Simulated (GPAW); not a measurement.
# SiF (R-3m) in GPAW: notebook

The runs below take SiF through band structure, with TPSS, vdW-DF-cx.

Everything below comes from runs of GPAW 26.7.0. Logs are shortened: lines on timing, memory, paths and dates and some standing lists are left out, and cuts for length are marked. The log counts tension as positive stress, the text compression.

## 1. The crystal as given

The structure is trigonal, space group R-3m (No. 166). Conventional cell: a = 2.677 Å, b = 2.677 Å, c = 11.695 Å, α = 90.00°, β = 90.00°, γ = 120.00°. Si (site symmetry -3m) is surrounded by 6 F at 2.49 Å and 6 Si at 2.68 Å. F (site symmetry -3m) is surrounded by 6 Si at 2.49 Å and 6 F at 2.68 Å.

The cell was built by a generator and needn't be a form met in nature.

## 2. Band structure, TPSS

File run.py:

```python
from ase import Atoms
from ase.dft.bandgap import bandgap
from ase.io import write
from ase.units import GPa
from gpaw import GPAW, PW

atoms = Atoms(['Si', 'F'],
              cell=[[1.3385993048, 0.772840669, 3.89831],
                    [-1.3385993048, 0.772840669, 3.89831],
                    [0.0, -1.5456813379, 3.89831]],
              scaled_positions=[[0.5, 0.5, 0.5],
                                [0.0, 0.0, 0.0]],
              pbc=True)

calc = GPAW(mode=PW(800),
            xc='MGGA_X_TPSS+MGGA_C_TPSS',
            kpts={'size': (7, 7, 7), 'gamma': True},
            occupations={'name': 'fermi-dirac', 'width': 0.05},
            nbands=13,
            convergence={'density': 1e-05, 'energy': 1e-05},
            eigensolver='davidson',
            maxiter=150,
            txt='gpaw.txt')
atoms.calc = calc
energy = atoms.get_potential_energy()
forces = atoms.get_forces()
stress = atoms.get_stress()
calc.write('gs.gpw')
write('result.traj', atoms)
print(f'Energy: {energy:.6f} eV')
print('Forces (eV/A):')
print(forces.round(4))
print('Stress (GPa):', (stress / GPa).round(3))
print('Fermi level:', round(calc.get_fermi_level(), 4), 'eV')
print(f'Gap: {bandgap(calc)[0]:.4f} eV, direct: {bandgap(calc, direct=True)[0]:.4f} eV')

path = atoms.cell.bandpath('GLB1,BZGX,QFP1Z,LP', npoints=60, eps=1e-4)
bs_calc = calc.fixed_density(kpts=path, symmetry='off', nbands=21,
                             convergence={'bands': 'CBM+6.0', 'eigenstates': 1e-6}, txt='bands.txt')
bs = bs_calc.band_structure()
bs.write('bs.json')
print(f'Gap on the path: {bandgap(bs_calc)[0]:.4f} eV')
```

Potentials or basis: GPAW PAW data sets (gpaw-data 1.2.1), pw.

Run with:

```
> OMP_NUM_THREADS=1 python run.py
```

gpaw.txt:

```text
__  _  _
 | _ |_)|_||  |
 |__||  | ||/\| - 26.7.0

Input parameters:
  mode=PW(ecut=800.0),
  convergence={'density': 1e-05, 'energy': 1e-05},
  eigensolver=Davidson(niter=2),
  kpts=MonkhorstPack(size=(7, 7, 7), gamma=True),
  maxiter=150,
  nbands=13,
  occupations=Occupations(name='fermi-dirac', width=0.05),
  xc=XC(name='MGGA_X_TPSS+MGGA_C_TPSS')

Diagonalizing LCAO Hamiltonian
Converting LCAO to pw mode

       Si

       F

Atoms  # Å, Bohr magnetons
|   | symbol |        x |        y |        z |    initial magnetic moments |
|---|--------|----------|----------|----------|-----------------------------|
| 0 |     Si | 0.000000 | 0.000000 | 5.847465 | ( 0.0000,  0.0000,  0.0000) |
| 1 |      F | 0.000000 | 0.000000 | 0.000000 | ( 0.0000,  0.0000,  0.0000) |

Unit cell  # Å
| periodic |         x |         y |        z |  lengths |    angles |
|----------|-----------|-----------|----------|----------|-----------|
|      yes |  1.338599 |  0.772841 | 3.898310 | 4.193561 | 37.229527 |
|      yes | -1.338599 |  0.772841 | 3.898310 | 4.193561 | 37.229527 |
|      yes |  0.000000 | -1.545681 | 3.898310 | 4.193561 | 37.229527 |

Number of symmetries: 12
Symmetry operations  # r_c * U_cc + t_c -> r_c
|    | kind |            matrix            |
|----|------|------------------------------|
|  0 |  E   |  1, 0, 0,  0, 1, 0,  0, 0, 1 |
|  1 |  σ   |  1, 0, 0,  0, 0, 1,  0, 1, 0 |
|  2 |  σ   |  0, 1, 0,  1, 0, 0,  0, 0, 1 |
|  3 |  C3  |  0, 1, 0,  0, 0, 1,  1, 0, 0 |
|  4 |  C3  |  0, 0, 1,  1, 0, 0,  0, 1, 0 |
|  5 |  σ   |  0, 0, 1,  0, 1, 0,  1, 0, 0 |
|  6 |  C2  |  0, 0,-1,  0,-1, 0, -1, 0, 0 |
|  7 |  S6  |  0, 0,-1, -1, 0, 0,  0,-1, 0 |
|  8 |  S6  |  0,-1, 0,  0, 0,-1, -1, 0, 0 |
|  9 |  C2  |  0,-1, 0, -1, 0, 0,  0, 0,-1 |
| 10 |  C2  | -1, 0, 0,  0, 0,-1,  0,-1, 0 |
| 11 |  i   | -1, 0, 0,  0,-1, 0,  0, 0,-1 |

BZ-sampling:
  Number of BZ points: 343
  Number of IBZ points: 44

  Monkhorst-Pack size: [7, 7, 7]
  Monkhorst-Pack shift: [0, 0, 0]

K-points  # in reciprocal-cell coordinates
|     |                                coordinates |     weight |
|-----|--------------------------------------------|------------|
|   0 | (  0.00000000,   0.00000000,   0.00000000) | 0.00291545 |
|   1 | (  0.14285714,   0.00000000,  -0.14285714) | 0.01749271 |
|   2 | (  0.14285714,   0.00000000,   0.00000000) | 0.01749271 |
|   3 | (  0.14285714,   0.14285714,  -0.14285714) | 0.01749271 |
|   4 | (  0.14285714,   0.14285714,   0.00000000) | 0.01749271 |
|   5 | (  0.14285714,   0.14285714,   0.14285714) | 0.00583090 |
|   6 | (  0.28571429,  -0.14285714,  -0.14285714) | 0.01749271 |
|   7 | (  0.28571429,   0.00000000,  -0.28571429) | 0.01749271 |
|   8 | (  0.28571429,   0.00000000,  -0.14285714) | 0.03498542 |
|   9 | (  0.28571429,   0.00000000,   0.00000000) | 0.01749271 |
| ... |                                            |            |
|  43 | (  0.42857143,   0.42857143,   0.42857143) | 0.00583090 |

Plane wave coefficients: 1260
Cutoff: 800.0 eV

Spin-components: 1 (collinear spins)
Bands:           13
Projectors:      10
Spin-degeneracy: 2
Datatype:        complex128

Parallelization:
  kpt:    1
  domain: 1
  band:   1

Density:
  Valence electrons: 11.0
  Components: 1
  Grid points: [28 28 28]
  Charge: 0.0  # |e|

Potential:
  Grid points: [28 28 28]

species:
  Si:
    name:    Silicon
    Z:       14.0
    valence: 4
    core:    10
    charge:  0.0  # [|e|]
    compensation charges:
      type: gauss
      rc: 0.33  # [Å]
      lmax: 2
    cutoffs:
      filter: 1.86  # [Å]
      core: 2.06  # [Å]
    projectors
    | kind |    occ | energy [eV] | rcut [Å] |
    |------|--------|-------------|----------|
    |   3s |  2.000 |     -10.812 |    1.058 |
    |   3p |  2.000 |      -4.081 |    1.058 |
    |    s |        |      16.399 |    1.058 |
    |    p |        |      23.130 |    1.058 |
    |    d |        |       0.000 |    1.058 |

    Using partial waves for Si as LCAO basis

  F:
    name:    Fluorine
    Z:       9.0
    valence: 7
    core:    2
    charge:  0.0  # [|e|]
    compensation charges:
      type: gauss
      rc: 0.20  # [Å]
      lmax: 2
    cutoffs:
      filter: 1.14  # [Å]
      core: 0.74  # [Å]
    projectors
    | kind |    occ | energy [eV] | rcut [Å] |
    |------|--------|-------------|----------|
    |   2s |  2.000 |     -29.898 |    0.635 |
    |   2p |  5.000 |     -11.110 |    0.635 |
    |    s |        |      -2.687 |    0.635 |
    |    p |        |      16.102 |    0.635 |
    |    d |        |       0.000 |    0.635 |

    Using partial waves for F as LCAO basis

Reference energy: -10600.425035  # eV

eigensolver:
  Davidson
  Converge bands: occupied
  niter=2

density mixing:
  MSR1-Mixer
  Pratt-step length: 0.05
  Maximum mixing coefficient: 0.75
  Old densities: 10
  SVD Regularization: 0.005
  Good broyden scale: 1.0
  Trust region scale: 1.0
  Backstep threshold: 4.0
  History deletion threshold: 6.0
  Fourier metric: weight=20.0, sigma=0.015

occupation numbers:
  Fermi-Dirac:
    width: 0.0500  # eV

poisson solver:
  ecut: 6400.0  # eV

xc functional:
  name: MGGA_X_TPSS+MGGA_C_TPSS with 2 nearest neighbor stencil

convergence criteria:
- Maximum integral of absolute [dens]ity change: 1e-05 electrons / valence electron
- Maximum [total energy] change in last 3 cyles: 1e-05 eV / valence electron
- Maximum integral of absolute [eigenst]ate change: 4e-08 eV^2 / valence electron
maximum number of iterations: 150

SCF iterations
|iter     | |      energy | eigst |  dens |
|---------|-|-------------|-------|-------|
|iter:   1| |  289.804012 | +4.60 |       |
|iter:   2| |   -9.508183 | +2.41 | -0.25 |
|iter:   3| |  -17.683804 | +0.70 | -0.88 |
|iter:   4| |  -17.070872 | -2.05 | -0.80 |
|iter:   5| |  -16.136264 | -1.21 | -0.85 |
|iter:   6| |  -15.598500 | -0.84 | -0.98 |
|iter:   7| |  -15.946747 | -0.70 | -1.26 |
|iter:   8| |  -16.102543 | -1.76 | -1.13 |
|iter:   9| |  -15.599502 | -1.01 | -1.09 |
|iter:  10| |  -15.814561 | -1.69 | -1.37 |
|iter:  11| |  -15.663325 | -2.11 | -1.27 |
|iter:  12| |  -15.583904 | -1.61 | -1.46 |
|iter:  13| |  -15.582425 | -2.28 | -2.05 |
|iter:  14| |  -15.582168 | -4.32 | -2.56 |
|iter:  15| |  -15.582177 | -6.00 | -3.30 |
|iter:  16| |  -15.582177c| -6.33 | -3.73 |
|iter:  17| |  -15.582177c| -8.26c| -4.46 |
|iter:  18| |  -15.582177c| -9.23c| -5.05c|

Converged in 18 steps
Energy contributions relative to reference atoms: (reference = -10600.425035)

Energy contributions:
  Kinetic:           5.553638
  Coulomb:          -4.818347
  Zero:              0.069013
  External:          0.000000
  Xc:              -16.382160
  Entropy:          -0.008643
  Spinorbit:         0.000000
  ----------------------------
  Free energy:     -15.586498
  Extrapolated:    -15.582177

dipole moment: (-0.000000, -0.000000, -35.013188)  # |e|*Ang

Fermi level: 6.582
Eigenvalues  # (at kpt = [0.000, 0.000, 0.000])
| band index |      eig [eV] | occ [0-2] |
|------------|---------------|-----------|
|          0 |       -18.091 |     2.000 |
|          1 |        -4.208 |     2.000 |
|          2 |        -0.806 |     2.000 |
|          3 |         3.063 |     2.000 |
|          4 |         3.063 |     2.000 |
|          5 |        10.004 |     0.000 |
|          6 |        14.270 |     0.000 |
|          7 |        17.911 |     0.000 |
|          8 |        17.911 |     0.000 |
|          9 |        19.610 |     0.000 |
|         10 |        19.610 |     0.000 |
|         11 |        25.045 |     0.000 |
|         12 |        25.966 |     0.000 |

No gap
No difference between direct/indirect transitions

Forces  # eV/Ang
|        x |        y |       z |
|----------|----------|---------|
| -0.00000 | -0.00000 | 0.00000 |  # Si   0
|  0.00000 |  0.00000 | 0.00000 |  # F    1

Stress tensor  # eV/Ang^3
|         x |         y |         z |
|-----------|-----------|-----------|
|  0.025509 | -0.000000 |  0.000000 |
| -0.000000 |  0.025509 | -0.000000 |
|  0.000000 | -0.000000 |  0.034426 |

# Writing to gs.gpw (mode='')
```

Run time: 4.1 min. Hardware: 1 thread of Arm Neoverse V1, shared host; peak memory 0.27 GiB.

Results:

```
Free energy             : -15.5865 eV
Pressure                : -4.6 GPa
Band gap along the path : none (metal or under the smearing width)
```

Stress tensor (GPa, compression positive):
```
-4.09  0.00  0.00
 0.00 -4.09  0.00
 0.00  0.00 -5.52
```

Levels at the corners of the path, in eV from the Fermi level:
```csv
point,band 4,band 5,band 6,band 7,band 8
Γ,-3.52,-3.52,3.42,7.69,11.33
L,-4.47,-4.10,-1.98,3.07,6.31
B1,-6.07,-2.56,-1.40,-0.27,5.00
B,-6.07,-2.56,-1.40,-0.27,5.00
Z,-3.54,-3.28,-0.75,10.95,10.95
Γ,-3.52,-3.52,3.42,7.69,11.33
X,-5.87,-2.83,-0.94,-0.82,4.94
Q,-5.87,-2.83,-0.94,-0.82,4.94
F,-4.86,-4.17,-1.51,5.44,6.58
P1,-4.14,-3.72,-1.93,4.57,6.75
Z,-3.54,-3.28,-0.75,10.95,10.95
L,-4.47,-4.10,-1.98,3.07,6.31
P,-4.14,-3.72,-1.93,4.57,6.75
```

Caveat: the k mesh is coarse (spacing up to 0.39 Å⁻¹), so the values aren't converged; the PAW data sets were made with another functional, which shifts forces and pressure a little; an odd number of electrons without spin polarisation forces a metal; a magnetic or distorted state may lie lower; the program warned that so skewed a cell can give wrong results.

## 3. Band structure, vdW-DF-cx

run.py, as its differences from that of step 2:

```diff
@@ -3,3 +3,2 @@
 from ase.io import write
-from ase.units import GPa
 from gpaw import GPAW, PW
@@ -15,3 +14,3 @@
 calc = GPAW(mode=PW(800),
-            xc='MGGA_X_TPSS+MGGA_C_TPSS',
+            xc={'name': 'vdW-DF-cx', 'backend': 'libvdwxc'},
             kpts={'size': (7, 7, 7), 'gamma': True},
@@ -20,3 +19,2 @@
             convergence={'density': 1e-05, 'energy': 1e-05},
-            eigensolver='davidson',
             maxiter=150,
@@ -26,3 +24,2 @@
 forces = atoms.get_forces()
-stress = atoms.get_stress()
 calc.write('gs.gpw')
@@ -32,3 +29,2 @@
 print(forces.round(4))
-print('Stress (GPa):', (stress / GPa).round(3))
 print('Fermi level:', round(calc.get_fermi_level(), 4), 'eV')
```

Potentials or basis: GPAW PAW data sets (gpaw-data 1.2.1), pw.

Run with:

```
> OMP_NUM_THREADS=1 python run.py
```

Wall time 49 s (1 thread of Arm Neoverse V1, shared host); peak memory 0.26 GiB.

The run converged. Its results:

```
Free energy             : 1.5479 eV
Band gap along the path : none (metal or under the smearing width)
```

Levels at the corners of the path, in eV from the Fermi level:
```
point  band 2  band 3  band 4  band 5  band 6  band 7  band 8
    Γ  -10.64   -7.28   -3.42   -3.42    3.36    7.73   11.13
    L   -7.94   -5.76   -4.41   -4.00   -1.95    3.00    6.21
   B1   -6.46   -6.18   -5.96   -2.53   -1.38   -0.27    4.89
    B   -6.46   -6.18   -5.96   -2.53   -1.38   -0.27    4.89
    Z  -12.30   -3.44   -3.44   -3.20   -0.68   10.76   10.76
    Γ  -10.64   -7.28   -3.42   -3.42    3.36    7.73   11.13
    X   -6.45   -6.16   -5.76   -2.81   -0.92   -0.81    4.83
    Q   -6.45   -6.16   -5.76   -2.81   -0.92   -0.81    4.83
    F   -7.48   -6.57   -4.82   -4.07   -1.48    5.33    6.64
   P1   -7.50   -7.14   -4.04   -3.68   -1.89    4.50    6.64
    Z  -12.30   -3.44   -3.44   -3.20   -0.68   10.76   10.76
    L   -7.94   -5.76   -4.41   -4.00   -1.95    3.00    6.21
    P   -7.50   -7.14   -4.04   -3.68   -1.89    4.50    6.64
```

Caveat: the k mesh is coarse (spacing up to 0.39 Å⁻¹), so the values aren't converged; the PAW data sets were made with another functional, which shifts forces and pressure a little; an odd number of electrons without spin polarisation forces a metal; a magnetic or distorted state may lie lower; the program warned that so skewed a cell can give wrong results.
